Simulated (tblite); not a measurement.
# C4H13FGeSi2: the cost of one run

The runs use tblite 0.8.0 and PySCF 2.14.0, with density-fitted response routines of our own; the level of theory stands in each step. All values are computed, except where a source is named. Atoms count from 0, in the outputs and in this text.

## (1) Starting geometry

21 atoms, charge 0, multiplicity 1; geometry from: force field or distance geometry start.

Bonds of the start (Å): F0–Si1 1.68, Si1–Ge2 2.28, Si1–C3 1.88, C3–C4 1.49, C4–C5 1.48, C5–C6 1.53, C6–Si7 1.84, C6–Si1 1.87, Ge2–H8 1.55, Ge2–H9 1.56, Ge2–H10 1.54, C3–H11 1.11, C3–H12 1.11, C4–H13 1.10, C4–H14 1.11, C5–H15 1.11, C5–H16 1.11, C6–H17 1.09, Si7–H18 1.46, Si7–H19 1.48, Si7–H20 1.46.

## (2) Relaxing the molecule with GFN2-xTB

What the job is given:

```
{"job": {"kind": "relax", "xc": "GFN2-xTB", "basis": "xTB"}, "charge": 0, "multiplicity": 1}
F      0.425800     0.059000     2.276400
Si     0.740400     0.209700     0.628600
Ge     2.294600     1.804400     0.130800
C      1.197800    -1.492800    -0.020200
C     -0.085900    -2.026000    -0.562700
C     -1.233600    -1.157600    -0.212900
C     -0.822000     0.306400    -0.399300
Si    -2.092200     1.435300     0.304000
H      1.581400     2.943200    -0.634400
H      2.947500     2.423900     1.400200
H      3.371400     1.171400    -0.765300
H      1.876100    -1.330500    -0.881300
H      1.640500    -2.140800     0.764700
H     -0.226400    -3.048400    -0.186100
H     -0.021100    -2.073600    -1.670000
H     -2.054200    -1.351700    -0.927900
H     -1.586900    -1.307500     0.832300
H     -0.545400     0.476700    -1.440900
H     -2.190800     2.645600    -0.513300
H     -3.400900     0.750100     0.170600
H     -1.825000     1.720200     1.706100
```

Launch:

```
OMP_NUM_THREADS=1 python probes_run.py task.json out
```

One launch serves the whole session: the jobs run in the order shown.

Q: Estimate the wall time and peak memory of this first job on 1 thread of Arm Neoverse N1, shared host.

About 2.1 s, with a peak of 0.18 GiB.
